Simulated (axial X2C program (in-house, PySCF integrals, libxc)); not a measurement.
**CdB⁻: properties at the nuclei**

Wanted for CdB⁻: properties at the nuclei, at the two-component level.

The runs use an in-house X2C program for linear molecules on PySCF integrals; two-component X2C with atomic mean-field terms, Cd dyall-acv3z, B dyall-av3z.

All values are calculated.

**1. Set-up**

Contents of task.json:

```json
{
 "zs": [
  48,
  5
 ],
 "q": -1,
 "bas": [
  "dyall-acv3z",
  "dyall-av3z"
 ],
 "r0": 2.21,
 "levels": [
  "PBE0",
  "HF",
  "BP86",
  "PBE",
  "BHandHLYP"
 ],
 "nst": 3
}
```

Keys: zs atomic numbers; q charge; bas basis sets; r0 starting distance in Å; levels methods (HF also brings MP2); nst determinants followed.

Started as:

```console
python soeom.py task.json out
```

Further steps of the session: Expectation values, lowest determinant; Expectation values, a higher determinant; Expectation values, a higher determinant.

Before running it: what results should come out? Wanted: lowest determinant; Eeff magnitude; Ws magnitude Cd; A∥/gI Cd; qzz Cd; higher determinant (for each run or level that gives them).

**Answer**, as computed:

| quantity | value |
| --- | --- |
| lowest determinant | Ω = 1 (excess of +ω over −ω: ω = -1/2, ω = 3/2) |
| Eeff magnitude (GV/cm), PBE0 | 2.44 |
| Ws magnitude Cd (kHz), PBE0 | 1.26 |
| A∥/gI Cd (MHz), PBE0 | -199 |
| qzz Cd (a.u.), PBE0 | -0.13 |
| higher determinant | Ω = 2 (excess of +ω over −ω: ω = 1/2, ω = 3/2) |
| Eeff magnitude (GV/cm), PBE0, higher determinant | 0.676 |
| Ws magnitude Cd (kHz), PBE0, higher determinant | 0.259 |
| A∥/gI Cd (MHz), PBE0, higher determinant | -102 |
| qzz Cd (a.u.), PBE0, higher determinant | -2.68 |
| higher determinant | Ω = 1 (excess of +ω over −ω: 2 × ω = 1/2) |
| Eeff magnitude (GV/cm), PBE0, higher determinant | 0.998 |
| Ws magnitude Cd (kHz), PBE0, higher determinant | 0.591 |
| A∥/gI Cd (MHz), PBE0, higher determinant | -57 |
| qzz Cd (a.u.), PBE0, higher determinant | -2.57 |

In words: In the first state, the effective field runs from 0.913 to 8.55 GV/cm over the mean-field levels, so the levels don't agree on it. The expectation values come from single determinants, which for open shells can mix terms of unlike spin or miss the lowest Ω, so a determinant need not be a state. Eeff is the effective electric field on the electron dipole moment in this Ω state and Ws the scalar–pseudoscalar constant (defined with the proton number Z and per Ω); A∥ is the parallel hyperfine constant, which follows by multiplying with the nuclear g factor gI = μI/(I μN); qzz is the electric field gradient, eQq0 = 234.96 MHz × Q/barn × qzz. The operators were transformed with the bare-nucleus X2C matrices.
